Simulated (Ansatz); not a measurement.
Run this with the Python package of Ansatz (0.2.0) and show what comes out.

Input file `gasb.xyz`:
```text
2
Lattice="0.0 3.059 3.059 3.059 0.0 3.059 3.059 3.059 0.0" Properties=species:S:1:pos:R:3 pbc="T T T"
Ga    0.00000000    0.00000000    0.00000000
Sb    1.52950000    1.52950000    1.52950000
```

`gasb_ecut.py`:
```python
import ansatz as az


def main() -> None:
    xtal = az.Crystal.from_extxyz("gasb.xyz")

    base = xtal.calculation()
    base = base.functional("r2SCAN")
    base = base.kpoints(6, 6, 6, center="gamma").occupations("fixed")
    base = base.band_table()

    rows = []
    for value in [250, 350, 450, 550]:
        summary = base.basis(value).run().report
        rows.append((value, summary["free_energy_ev"] / len(summary["lattice"]["sites"]), summary["n_iterations"], summary["gap_by_band_count_ev"], summary["n_pw"]))

    print(" cutoff (eV)   F/atom (eV)    iterations  gap by band count (eV)   plane waves")
    for row in rows:
        print(f"{str(row[0]):>12s}  {row[1]:12.5f}  {row[2]:12d}  {row[3]:22.3f}  {row[4]:12d}")

    for row in rows[:-1]:
        shift = 1000 * (row[1] - rows[-1][1])
        print(f"{row[0]}: {shift:+.2f} meV/atom" + ("  (within 1 meV)" if abs(shift) < 1 else ""))


if __name__ == "__main__":
    main()
```

```console
$ python gasb_ecut.py
DeckWarning: basis.ecutwfc = 250 eV is below the records' recommended 500 eV, and the density's cutoff is lower with it unless basis.ecutrho_ratio is high enough to keep the records' density cutoff: compare with a run at a higher cutoff
DeckWarning: basis.ecutwfc = 350 eV is below the records' recommended 500 eV, and the density's cutoff is lower with it unless basis.ecutrho_ratio is high enough to keep the records' density cutoff: compare with a run at a higher cutoff
DeckWarning: basis.ecutwfc = 450 eV is below the records' recommended 500 eV, and the density's cutoff is lower with it unless basis.ecutrho_ratio is high enough to keep the records' density cutoff: compare with a run at a higher cutoff
 cutoff (eV)   F/atom (eV)    iterations  gap by band count (eV)   plane waves
         250   -5143.63845             7                   0.395           531
         350   -5144.91239             6                   0.463           869
         450   -5144.91801             6                   0.464          1243
         550   -5144.91981             6                   0.465          1687
250: +1281.36 meV/atom
350: +7.42 meV/atom
450: +1.80 meV/atom
```
(Warnings from the package without file and line.)

Semilocal gaps usually lie well under measured ones. Of the deposited cell: the entry's cell lengths or inner coordinates differ somewhat from later room-temperature determinations. The starting cell is as deposited in a crystallographic database; the results hold for this polymorph, which needn't be the stable one. Levels are Kohn-Sham eigenvalues on this mesh, without spin-orbit coupling. Shifts are counted from the last row, which is itself no proven limit. Finished in 12 s on 1 thread of Arm Neoverse V2 (shared host), peak memory 0.53 GiB.
